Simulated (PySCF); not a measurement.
# Er(SH)3: forces at shaken geometries

How stiff is Er(SH)3? Its atoms are displaced at random by several amounts. The species was built from a template and needn't be a known compound.

Method: B3LYP, Er lcecp-1-SVP with ECP57, S def2-SVP, H def2-SVP; scalar-relativistic core potentials, no spin–orbit coupling; program: PySCF 2.14.0.

5 further runs of the same task are left out: 2 for a known fault of the program, 3 that didn't finish.

**1. The system as given**

7 atoms, charge 0, spin multiplicity 1.

Bond lengths: Er1–S2 2.570 Å, Er1–S4 2.570 Å, Er1–S6 2.570 Å, S2–H3 1.358 Å, S4–H5 1.358 Å, S6–H7 1.358 Å. Angles: S2–Er1–S4 120.0°, S2–Er1–S6 120.0°, S4–Er1–S6 120.0°, Er1–S2–H3 94.3°, Er1–S4–H5 94.3°, Er1–S6–H7 94.3°.

Geometry (Å):

```xyz
7
charge 0, multiplicity 1
Er    0.0000    0.0000    0.8915
S     2.5331    0.4304    0.9157
H     2.8613   -0.8869    0.9041
S    -1.6393    1.9786    0.9157
H    -0.6626    2.9214    0.9041
S    -0.8938   -2.4090    0.9157
H    -2.1987   -2.0345    0.9041
```

Formal oxidation states: Er +3. Each metal's 11 4f electrons lie in its core potential, so multiplicities, spins and levels count the valence alone. An earlier session relaxed this geometry at B3LYP, Er lcecp-1-SVP with ECP57, S def2-SVP, H def2-SVP (singlet, point group C3).

Its energy there is -1234.474305 Eh.

**2. Atoms moved at random, σ = 0.15 Å**

run.py (the lines that set the calculation)

```python
mol = gto.M(atom='''
Er     0.11341    -0.19868     0.79156
S      2.69102     0.41652     1.03401
H      2.89699    -0.70017     0.57513
S     -1.83633     1.89932     1.03531
H     -0.83505     3.14911     1.00490
S     -0.91641    -2.36247     1.02630
H     -2.11362    -2.20362     0.88359''',
    basis={'Er': 'lcecp-1-SVP', 'S': 'def2-SVP', 'H': 'def2-SVP'},
    ecp={'Er': 'lcecp-1-SVP'},
    charge=0, spin=0)
mf = dft.RKS(mol, xc='B3LYP')
mf.grids.atom_grid = (50, 194)  # f atoms: unpruned, at least (60, 302)
mf = mf.density_fit()  # fitting sets: Er AutoAux, S def2-universal-JKFIT, H def2-universal-JKFIT
mf.conv_tol = 1e-08; mf.max_cycle = 55
mf.kernel(dm0)  # dm0: the density of the relaxed state
```

The run is started by

```bash
$ OMP_NUM_THREADS=2 python run.py
```

Log:

```text
init E= -1234.34852668364
  HOMO = -0.298606977240495  LUMO = -0.152612464779889  gap/eV = 3.97271
cycle= 1 E= -1234.38868633323  delta_E= -0.0402  |g|= 0.224  |ddm|= 0.887
  HOMO = -0.194857942336796  LUMO = -0.106026229887942  gap/eV = 2.41723
cycle= 2 E= -1234.38305770895  delta_E= 0.00563  |g|= 0.268  |ddm|= 0.787
  HOMO = -0.24048438484961  LUMO = -0.105845592528652  gap/eV = 3.66371
cycle= 3 E= -1234.4089428094  delta_E= -0.0259  |g|= 0.0498  |ddm|= 0.441
  HOMO = -0.236707309169743  LUMO = -0.111383434651135  gap/eV = 3.41024
cycle= 4 E= -1234.40976740206  delta_E= -0.000825  |g|= 0.0195  |ddm|= 0.103
  HOMO = -0.238884757942201  LUMO = -0.110034155351013  gap/eV = 3.50620
cycle= 5 E= -1234.40990554134  delta_E= -0.000138  |g|= 0.00453  |ddm|= 0.0337
  HOMO = -0.239236372253319  LUMO = -0.110352809754055  gap/eV = 3.50710
cycle= 6 E= -1234.40991243747  delta_E= -6.9e-06  |g|= 0.00122  |ddm|= 0.00811
  HOMO = -0.239093296081333  LUMO = -0.110223160721457  gap/eV = 3.50673
cycle= 7 E= -1234.40991298238  delta_E= -5.45e-07  |g|= 0.000359  |ddm|= 0.0022
  HOMO = -0.239128980314412  LUMO = -0.110243350884645  gap/eV = 3.50716
cycle= 8 E= -1234.4099130307  delta_E= -4.83e-08  |g|= 0.000122  |ddm|= 0.000756
  HOMO = -0.239118889199782  LUMO = -0.110243908700728  gap/eV = 3.50687
cycle= 9 E= -1234.40991303623  delta_E= -5.53e-09  |g|= 1.71e-05  |ddm|= 0.000206
  HOMO = -0.239119319711282  LUMO = -0.110244526306793  gap/eV = 3.50686
Extra cycle  E= -1234.40991303627  delta_E= -4.66e-11  |g|= 1.78e-05  |ddm|= 5.56e-05
converged SCF energy = -1234.40991303627
```

It took 9.3 s on 2 threads of Intel Xeon Platinum 8259CL at 2.50GHz (Skylake/Cascade Lake), shared host.

Read off: E = -1234.409913 Eh (+1.752 eV from the relaxed state), HOMO -6.51 eV, LUMO -3.00 eV, Mulliken charge on Er1 +0.74 e, largest force component 5.024 eV/Å. 

| atom | Fx | Fy | Fz (eV/Å) |
| --- | --- | --- | --- |
| Er1 | -0.060 | 3.711 | 0.133 |
| S2 | -1.656 | 3.933 | 1.631 |
| H3 | 1.091 | -4.397 | -1.747 |
| S4 | 3.188 | 1.338 | -0.234 |
| H5 | -2.007 | -2.728 | 0.051 |
| S6 | 4.467 | -2.673 | 0.760 |
| H7 | -5.024 | 0.816 | -0.593 |

**3. Atoms moved at random, σ = 0.1 Å**

run.py (the lines that set the calculation)

```python
mol = gto.M(atom='''
Er    -0.03574    -0.07287     0.96413
S      2.49943     0.53126     0.91332
H      2.84191    -1.00354     0.95923
S     -1.62110     2.07826     0.91664
H     -0.51828     2.90691     0.86681
S     -0.90801    -2.48078     0.87064
H     -2.25821    -1.95925     0.86004''',
    basis={'Er': 'lcecp-1-SVP', 'S': 'def2-SVP', 'H': 'def2-SVP'},
    ecp={'Er': 'lcecp-1-SVP'},
    charge=0, spin=0)
mf = dft.RKS(mol, xc='B3LYP')
mf.grids.atom_grid = (50, 194)  # f atoms: unpruned, at least (60, 302)
mf = mf.density_fit()  # fitting sets: Er AutoAux, S def2-universal-JKFIT, H def2-universal-JKFIT
mf.conv_tol = 1e-08; mf.max_cycle = 55
mf.kernel(dm0)  # dm0: the density of the relaxed state
```

The run is started by

```bash
$ OMP_NUM_THREADS=2 python run.py
```

Log:

```text
init E= -1234.33059228829
  HOMO = -0.298404121770627  LUMO = -0.143456009599522  gap/eV = 4.21635
cycle= 1 E= -1234.44967055479  delta_E= -0.119  |g|=  0.1  |ddm|= 0.379
  HOMO = -0.254663459546561  LUMO = -0.106385610147932  gap/eV = 4.03485
cycle= 2 E= -1234.45047248263  delta_E= -0.000802  |g|= 0.0912  |ddm|= 0.241
  HOMO = -0.257440178060766  LUMO = -0.102282099590301  gap/eV = 4.22207
cycle= 3 E= -1234.45324082883  delta_E= -0.00277  |g|= 0.023  |ddm|= 0.142
  HOMO = -0.257373798462496  LUMO = -0.105298228658476  gap/eV = 4.13819
cycle= 4 E= -1234.45344563848  delta_E= -0.000205  |g|= 0.00388  |ddm|= 0.0415
  HOMO = -0.257959939484647  LUMO = -0.105366543346701  gap/eV = 4.15228
cycle= 5 E= -1234.45345065785  delta_E= -5.02e-06  |g|= 0.00137  |ddm|= 0.00703
  HOMO = -0.257878722473668  LUMO = -0.105339909808293  gap/eV = 4.15079
cycle= 6 E= -1234.45345128032  delta_E= -6.22e-07  |g|= 0.00024  |ddm|= 0.00193
  HOMO = -0.257853519883656  LUMO = -0.105340843967877  gap/eV = 4.15008
cycle= 7 E= -1234.45345129504  delta_E= -1.47e-08  |g|= 0.000149  |ddm|= 0.00056
  HOMO = -0.257867047655716  LUMO = -0.105339374582183  gap/eV = 4.15049
cycle= 8 E= -1234.45345130336  delta_E= -8.32e-09  |g|= 2.03e-05  |ddm|= 0.000249
  HOMO = -0.257863948888217  LUMO = -0.105340651543667  gap/eV = 4.15037
Extra cycle  E= -1234.45345130333  delta_E= 3e-11  |g|= 2.31e-05  |ddm|= 6.72e-05
converged SCF energy = -1234.45345130333
```

Wall time 8.6 s (2 threads of Intel Xeon Platinum 8259CL at 2.50GHz (Skylake/Cascade Lake), shared host).

Result: E = -1234.453451 Eh (+0.567 eV from the relaxed state), HOMO -7.02 eV, LUMO -2.87 eV, Mulliken charge on Er1 +0.76 e, largest force component 3.221 eV/Å. 

| atom | Fx | Fy | Fz (eV/Å) |
| --- | --- | --- | --- |
| Er1 | -0.010 | 1.018 | -0.036 |
| S2 | 0.278 | -3.221 | 0.110 |
| H3 | -0.661 | 3.019 | -0.098 |
| S4 | 0.845 | -0.438 | -0.006 |
| H5 | -0.414 | -0.318 | 0.025 |
| S6 | -1.640 | 0.592 | -0.007 |
| H7 | 1.602 | -0.651 | 0.011 |

**4. Atoms moved at random, σ = 0.03 Å**

run.py (the lines that set the calculation)

```python
mol = gto.M(atom='''
Er    -0.04355     0.00017     0.92349
S      2.58502     0.47567     0.89674
H      2.84802    -0.93088     0.89973
S     -1.60969     1.99264     0.94264
H     -0.66958     2.87924     0.89773
S     -0.90824    -2.39754     0.88318
H     -2.20197    -2.01929     0.90728''',
    basis={'Er': 'lcecp-1-SVP', 'S': 'def2-SVP', 'H': 'def2-SVP'},
    ecp={'Er': 'lcecp-1-SVP'},
    charge=0, spin=0)
mf = dft.RKS(mol, xc='B3LYP')
mf.grids.atom_grid = (50, 194)  # f atoms: unpruned, at least (60, 302)
mf = mf.density_fit()  # fitting sets: Er AutoAux, S def2-universal-JKFIT, H def2-universal-JKFIT
mf.conv_tol = 1e-08; mf.max_cycle = 55
mf.kernel(dm0)  # dm0: the density of the relaxed state
```

The run is started by

```bash
$ OMP_NUM_THREADS=2 python run.py
```

Log:

```text
init E= -1234.45973551083
  HOMO = -0.264813771539679  LUMO = -0.106896375888489  gap/eV = 4.29715
cycle= 1 E= -1234.46564540766  delta_E= -0.00591  |g|= 0.0713  |ddm|= 0.232
  HOMO = -0.240632662847216  LUMO = -0.102835283991858  gap/eV = 3.74966
cycle= 2 E= -1234.46509107577  delta_E= 0.000554  |g|= 0.0866  |ddm|= 0.249
  HOMO = -0.256469792062291  LUMO = -0.102080754753523  gap/eV = 4.20114
cycle= 3 E= -1234.46782286014  delta_E= -0.00273  |g|= 0.0103  |ddm|= 0.134
  HOMO = -0.256095234427806  LUMO = -0.102849894399657  gap/eV = 4.17002
cycle= 4 E= -1234.4678547735  delta_E= -3.19e-05  |g|= 0.00362  |ddm|= 0.0181
  HOMO = -0.256578831799955  LUMO = -0.102508064283928  gap/eV = 4.19248
cycle= 5 E= -1234.46785927869  delta_E= -4.51e-06  |g|= 0.00125  |ddm|= 0.00676
  HOMO = -0.256696058941383  LUMO = -0.102626680558373  gap/eV = 4.19244
cycle= 6 E= -1234.46785985276  delta_E= -5.74e-07  |g|= 0.000253  |ddm|= 0.00224
  HOMO = -0.256679069307628  LUMO = -0.102605231550697  gap/eV = 4.19256
cycle= 7 E= -1234.46785987639  delta_E= -2.36e-08  |g|= 7.36e-05  |ddm|= 0.000464
  HOMO = -0.25668023999906  LUMO = -0.102608561172204  gap/eV = 4.19250
cycle= 8 E= -1234.46785987822  delta_E= -1.83e-09  |g|= 2.56e-05  |ddm|= 0.000142
  HOMO = -0.256675116537484  LUMO = -0.102607916659984  gap/eV = 4.19238
Extra cycle  E= -1234.46785987808  delta_E= 1.38e-10  |g|= 3.3e-05  |ddm|= 8.68e-05
converged SCF energy = -1234.46785987808
```

It took 9.1 s on 2 threads of Intel Xeon Platinum 8259CL at 2.50GHz (Skylake/Cascade Lake), shared host.

Read off: E = -1234.467860 Eh (+0.175 eV from the relaxed state), HOMO -6.98 eV, LUMO -2.79 eV, Mulliken charge on Er1 +0.74 e, largest force component 1.669 eV/Å. 

| atom | Fx | Fy | Fz (eV/Å) |
| --- | --- | --- | --- |
| Er1 | 1.196 | 0.150 | -0.011 |
| S2 | -0.562 | -1.659 | 0.013 |
| H3 | -0.246 | 1.475 | -0.006 |
| S4 | -1.669 | -1.089 | 0.063 |
| H5 | 1.409 | 1.303 | -0.061 |
| S6 | 0.128 | -0.222 | 0.000 |
| H7 | -0.256 | 0.043 | 0.002 |

**5. Results**

| σ (Å) | energy rise (eV) | harmonic estimate −½ F·u (eV) | largest force component (eV/Å) |
| --- | --- | --- | --- |
| 0.15 | 1.752 | 1.407 | 5.02 |
| 0.1 | 0.567 | 0.502 | 3.22 |
| 0.03 | 0.175 | 0.174 | 1.67 |

Every displacement raises the energy. For a harmonic well the rise equals −½ F·u; the two differ by at most 20 % here (a move with σ = 0.15 Å), from anharmonicity, the grid and the small forces left at the relaxed point. These are double-zeta-type bases without diffuse functions. Spin–orbit coupling is left out.
